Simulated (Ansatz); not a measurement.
# BaAlGe: a single-point run

Aim: a sound single-point run of BaAlGe. The structure is shown as the input types it.

Program: Ansatz 0.2.0. Level of theory: Kohn-Sham DFT, with the functional, basis and potentials that each input names (as first typed). These are calculated values, not measurements.

3 further runs of the same task are left out: 3 that didn't finish.

## Step 1: The system as given

It takes space group P-6m2 (No. 187, hexagonal). Conventional cell: a = 4.353 Å, b = 4.353 Å, c = 5.228 Å, α = 90.00°, β = 90.00°, γ = 120.00°. Ba (site symmetry -6m2) is surrounded by 6 Al at 3.63 Å and 6 Ge at 3.63 Å. Al (site symmetry -6m2) has 3 Ge at 2.51 Å as nearest neighbours. Around Ge (site symmetry -6m2) lie 3 Al at 2.51 Å.

As a file:

```
Ba Al Ge
1.0
     4.35262    0.00000    0.00000
    -2.17631    3.76948    0.00000
     0.00000    0.00000    5.22777
Ba Al Ge
1 1 1
Direct
  0.00000 0.00000 0.00000
  0.66667 0.33333 0.50000
  0.33333 0.66667 0.50000
```

## Step 2: Input and run

input.yaml

```yaml
crystal:
  lattice:
    - [4.3526167746, 0.0, 0.0]
    - [-2.1763083873, 3.7694766997, 0.0]
    - [0.0, 0.0, 5.2277673]
  atoms:
    - { symbol: Ba, position: [0.0, 0.0, 0.0] }
    - { symbol: Al, position: [0.6666666667, 0.3333333333, 0.5] }
    - { symbol: Ge, position: [0.3333333333, 0.6666666667, 0.5] }
kpoints:
  mp_grid: { grid: [8, 8, 6] }
scf:
  occupations: { method: fermi_dirac, width: 0.05 }
  max_iter: 75
hamiltonian:
  xc: lda
  pseudopotentials: { kind: paw }
  hubbard: { sites: [{ species: Ba, l: p, u_eff: 20.0 }] }
output:
  forces: true
  stress: true
  eigenvalues: true
  efg: { contact_densities: true }
  populations: true
```

The run is started by

```bash
$ ansatz run input.yaml --threads 1 --pin off --max-ram 3072MiB --backend cpu --events-out ev --progress --plain --runs-dir out
```

Q: Will this input give a usable result? If not, why, and what should change?

The program finished normally, with warnings (filled band counts differ across k points, gradients without spin orbit). That alone doesn't make the input a sound one.

The suspect setting: hamiltonian.hubbard.sites is [{species: Ba, l: p, u_eff: 20.0}]. The Hubbard parameter is far from any physical value.

Run again and compare: delete hamiltonian.hubbard.sites.
